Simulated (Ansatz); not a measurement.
CaCu2S2, space group P-3m1: a convergence test of the plane-wave cutoff, run with the Python package of Ansatz (0.2.0).

`run_ecut.py`
```python
"""Convergence of CaCu2S2 with the plane-wave cutoff."""

import argparse

import ansatz
import numpy as np
from tabulate import tabulate

parser = argparse.ArgumentParser(description="Convergence of CaCu2S2 with the plane-wave cutoff.")
parser.add_argument("--kgrid", type=int, nargs=3, required=True, help="k-point sampling")
args = parser.parse_args()


def main() -> None:
    vectors = np.array([
        [3.94, 0.0, 0.0],
        [-1.97, 3.41214009, 0.0],
        [0.0, 0.0, 6.523],
    ])
    system = (
        ansatz.Lattice.of(vectors)
        .atom("Ca", (0.0, 0.0, 0.0))
        .atom("Cu", (1 / 3, 2 / 3, 0.37649))
        .atom("Cu", (2 / 3, 1 / 3, 0.62351))
        .atom("S", (1 / 3, 2 / 3, 0.7463))
        .atom("S", (2 / 3, 1 / 3, 0.2537))
    )

    calc = (
        system.calculation()
        .kpoints(*args.kgrid)  # the mesh must be finer for metals
        .occupations(ansatz.OccupationsMethod.FIXED)  # no smearing
        .stress()  # GPa
    )

    rows = []
    for value in [300, 400, 500, 600, 700, 800]:
        rep = calc.basis(value).run(threads=1).report
        rows.append((value, rep["free_energy_ev"] / len(rep["lattice"]["sites"]), rep["n_iterations"], sum(rep["stress_gpa"][i][i] for i in range(3)) / 3, rep["n_pw"]))

    print(tabulate(rows, headers=["cutoff (eV)", "F/atom (eV)", "iterations", "P (GPa)", "plane waves"], floatfmt=".4f", tablefmt="github"))

    # the last row is the reference
    for row in rows[:-1]:
        shift = 1000 * (row[1] - rows[-1][1])
        print(f"{row[0]}: {shift:+.2f} meV/atom" + ("  (within 2 meV)" if abs(shift) < 2 else ""))


if __name__ == "__main__":
    main()
```

How fast does the energy converge with the cutoff (threshold 2 meV an atom)?

From 500 eV on it stays within 2 meV an atom of the value at 800 eV; the first row (300 eV) is off by 103.5 meV and the last but one by 0.02 meV. The energy falls steadily, as expected when plane waves are added. The pressure moves from -0.35 to -0.72 GPa (the program's stress holds a Pulay correction, so it settles early). The last run costs about 3.2 times the first.

The run itself:

Running `python run_ecut.py --kgrid 6 6 4` prints:
```text
DeckWarning: basis.ecutwfc = 300 eV is below the records' recommended 420 eV, and the density's cutoff is lower with it unless basis.ecutrho_ratio is high enough to keep the records' density cutoff: compare with a run at a higher cutoff
DeckWarning: basis.ecutwfc = 400 eV is below the records' recommended 420 eV, and the density's cutoff is lower with it unless basis.ecutrho_ratio is high enough to keep the records' density cutoff: compare with a run at a higher cutoff
|   cutoff (eV) |   F/atom (eV) |   iterations |   P (GPa) |   plane waves |
|---------------|---------------|--------------|-----------|---------------|
|           300 |    -3375.1005 |            7 |   -0.3493 |          1051 |
|           400 |    -3375.2019 |            7 |   -0.7079 |          1605 |
|           500 |    -3375.2036 |            7 |   -0.7118 |          2237 |
|           600 |    -3375.2039 |            7 |   -0.7156 |          2949 |
|           700 |    -3375.2040 |            7 |   -0.7163 |          3719 |
|           800 |    -3375.2040 |            7 |   -0.7167 |          4501 |
300: +103.51 meV/atom
400: +2.14 meV/atom
500: +0.42 meV/atom  (within 2 meV)
600: +0.08 meV/atom  (within 2 meV)
700: +0.02 meV/atom  (within 2 meV)
```
(Warnings from the package without file and line.)

Notes:
- No spin polarisation was allowed.
- Pressure is positive in compression.
- No functional is typed, so the default, PBE, holds.
- The starting cell is as deposited in a crystallographic database; the results hold for this polymorph, which needn't be the stable one.
- Shifts are counted from the last row, which is itself no proven limit.
- Wall time of the script: 31 s on 1 thread of Arm Neoverse V1 (shared host), peak memory 0.56 GiB.
